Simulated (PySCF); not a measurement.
**C4H8O3Si: electronic excitations**

Wanted: the electronic excitations of C4H8O3Si (`COC[Si@]1(O)C=CO1`), by calculation.

Computed with PySCF 2.14.0, with density-fitted response routines of our own, on a single molecule in the gas phase. Atoms count from 0, in the outputs and in this text.

### 1 The molecule as given

16 atoms, charge 0, multiplicity 1; geometry from: GFN2-xTB.

Bonds of the start (Å): C0–O1 1.40, O1–C2 1.41, C2–Si3 1.91, Si3–O4 1.62, Si3–C5 1.89, C5–C6 1.33, C6–O7 1.38, O7–Si3 1.72, C0–H8 1.10, C0–H9 1.09, C0–H10 1.09, C2–H11 1.09, C2–H12 1.10, O4–H13 0.96, C5–H14 1.07, C6–H15 1.08.

### 2 Excited states and response: B3LYP/def2-SVPD

The job: settings as JSON, then the geometry in Å.

```
{"job": {"kind": "uv", "xc": "B3LYP", "basis": "def2-SVPD", "nstates": 8, "ntriplets": 3}, "charge": 0, "multiplicity": 1}
C      2.503261     0.223897     0.365611
O      1.867913    -0.651418    -0.526609
C      0.723071    -0.098006    -1.141749
Si    -0.729731     0.223109     0.049581
O     -0.407531     1.558005     0.917055
C     -1.798729    -1.189829     0.708638
C     -2.733872    -0.742692    -0.129757
O     -2.239976     0.377718    -0.758841
H      2.835106     1.135436    -0.146958
H      1.840986     0.510823     1.188182
H      3.367616    -0.309385     0.756318
H      0.430263    -0.823371    -1.901982
H      0.994841     0.834579    -1.655811
H     -1.119684     2.063147     1.308320
H     -1.810502    -2.050280     1.345153
H     -3.730631    -1.052790    -0.388562
```

Level: TDDFT B3LYP/def2-SVPD, vertical, gas phase, core orbitals frozen in the response.

Launch:

```sh
OMP_NUM_THREADS=1 python probes_run.py task.json out
```

One launch serves the whole session: the jobs run in the order shown.

Predict these results of the whole session: lowest singlet (B3LYP/def2-SVPD); brightest single state of those computed; lowest triplet; surface potential, 1st and 99th percentile.

As calculated:

```
                                quantity                        value
        lowest singlet (B3LYP/def2-SVPD)  5.29 eV (235 nm), f = 0.021
brightest single state of those computed  state 4, 5.91 eV, f = 0.033
                          lowest triplet                      3.84 eV
   surface potential, 1st and 99th percentile           -1.39 V and 2.26 V
```

**Reading.** The lowest singlet, at 5.29 eV, is HOMO→LUMO 0.84, HOMO→LUMO+1 0.11 and is weak; of the 8 states computed, the strongest absorption comes from state 4 at 5.91 eV. The lowest triplet lies 1.45 eV below the lowest singlet (triplets in Tamm-Dancoff, singlets in full TDDFT). At B3LYP/def2-SVPD, counted by nearest atom on the grid, the HOMO lies on C5 40 %; O7 32 %, the LUMO on C6 23 %; H13 20 %.
